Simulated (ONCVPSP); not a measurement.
**Ni: generating and testing an ONCV potential**

Task: generate the file, and judge it by its errors in other configurations, its logarithmic derivatives, its ghosts and its cutoff.

Program: ONCVPSP 4.0.1.1 (patched build). Reference atom: PBE, scalar-relativistic, spherical and spin-unpolarised. All values are calculated.

## Step 1: Settings

Typed settings, in words:

* element: nickel (Ni, Z = 28)
* type: optimised norm-conserving Vanderbilt (ONCV)
* frozen core: [Ne]
* valence charge: 18
* reference configuration: 3s2 3p6 3d8 4s2
* partial waves: 3s+4s: rc 0.95 bohr, ncon 4, nbas 8, qcut 11.5 1/bohr, 3 projectors, debl 2.6 Ha; 3p: rc 0.75 bohr, ncon 4, nbas 7, qcut 12.9 1/bohr, 3 projectors, debl 2 Ha; 3d: rc 1.50 bohr, ncon 4, nbas 9, qcut 9.1 1/bohr, 2 projectors, debl 3.2 Ha
* local potential: polynomial inside 0.70 bohr (lpopt 3, dvloc0 4 Ha)
* core correction: Teter function fitted to the true core (icmod 2), fcfact 0.45

The outer shells as boxes (Hund's rule for the drawing; the calculation is spin-unpolarised):

```
[Ne] core
3s [↑↓]
3p [↑↓][↑↓][↑↓]
3d [↑↓][↑↓][↑↓][↑ ][↑ ]
4s [↑↓]
```

An earlier all-electron run gives the scale for the radii.

All-electron outer shells of the reference configuration (PBE, scalar-relativistic, ld1.x):

```tsv
shell	level (eV)	outermost node (bohr)	outermost maximum (bohr)
2p	-844.68	–	0.16
3s	-111.06	0.30	0.64
3p	-71.39	0.27	0.65
3d	-8.87	–	0.63
4s	-5.64	0.92	2.24
4p	-1.22	1.00	3.17
```

## Step 2: Generation

Ni.dat

```
# ATOM AND REFERENCE CONFIGURATION
# atsym  z   nc   nv     iexc    psfile
  Ni 28.00    3    4        4      upf
#
#   n    l    f
    1    0    2.00
    2    0    2.00
    2    1    6.00
    3    0    2.00
    3    1    6.00
    3    2    8.00
    4    0    2.00
#
# PSEUDOPOTENTIAL AND OPTIMIZATION
# lmax
    2
#
#   l,   rc,      ep,       ncon, nbas, qcut
    0    0.95    0.00    4    8   11.50
    1    0.75    0.00    4    7   12.90
    2    1.50    0.00    4    9    9.10
#
# LOCAL POTENTIAL
# lloc, lpopt,  rc(5),   dvloc0
    4    3    0.70    4.00
#
# VANDERBILT-KLEINMAN-BYLANDER PROJECTORs
# l, nproj, debl
    0    3    2.60
    1    3    2.00
    2    2    3.20
#
# MODEL CORE CHARGE
# icmod, fcfact, rcfact
    2    0.45    0.65
#
# LOG DERIVATIVE ANALYSIS
# epsh1, epsh2, depsh
   -6.00    5.00    0.04
#
# OUTPUT GRID
# rlmax, drl
    6.00    0.01
#
# TEST CONFIGURATIONS
# ncnf
    4
# nvcnf
#   n    l    f
    4
    3    0    2.00
    3    1    6.00
    3    2    8.00
    4    0    1.00
#
    4
    3    0    2.00
    3    1    6.00
    3    2    8.00
    4    0    0.00
#
    4
    3    0    2.00
    3    1    6.00
    3    2    7.00
    4    0    0.00
#
    5
    3    0    2.00
    3    1    6.00
    3    2    7.00
    4    0    2.00
    4    1    1.00
#
```

Started as:

```
oncvpsp.x < Ni.dat > Ni.out
```

What does the calculation give? Wanted: cutoffs for 1 and 0.1 mHa per electron, occupied waves; bound ghosts; GHOST(+) flags; largest test error; largest phase difference near zero energy, channels read; rms error of d²Exc/dn², without and with the model core; projector energies reset by the program.

As calculated:

```
                                                quantity                             value
  cutoffs for 1 and 0.1 mHa per electron, occupied waves                  74 Ha and 193 Ha
                                            bound ghosts                  p at -2759.26 eV
                                          GHOST(+) flags                none at low energy
                            largest test error (AE − PS)  +92 meV, for 3s2 3p6 3d7 4s2 4p1
largest phase difference near zero energy, channels read                         0.000 rad
 rms error of d²Exc/dn², without and with the model core                 1.45 and 0.49 mHa
                 projector energies reset by the program        p: -2.623, 0.250, 2.250 Ha
```

It has a bound ghost (p), a state that the atom doesn't have, and that rules the file out. By total energies transferability is fair: the largest error is 92 meV on 10.5 eV, for 3s2 3p6 3d7 4s2 4p1. The potential is very hard: the looser tolerance needs 74 Ha. The tighter tolerance needs 193 Ha, and converged work needs a cutoff nearer that. At the looser tolerance the 3p wave is the slowest; 3s needs 54 Ha. Near zero energy the phases of the channels with partial waves agree within 0.001 rad. These are tests on the free atom; a crystal test is still owed.
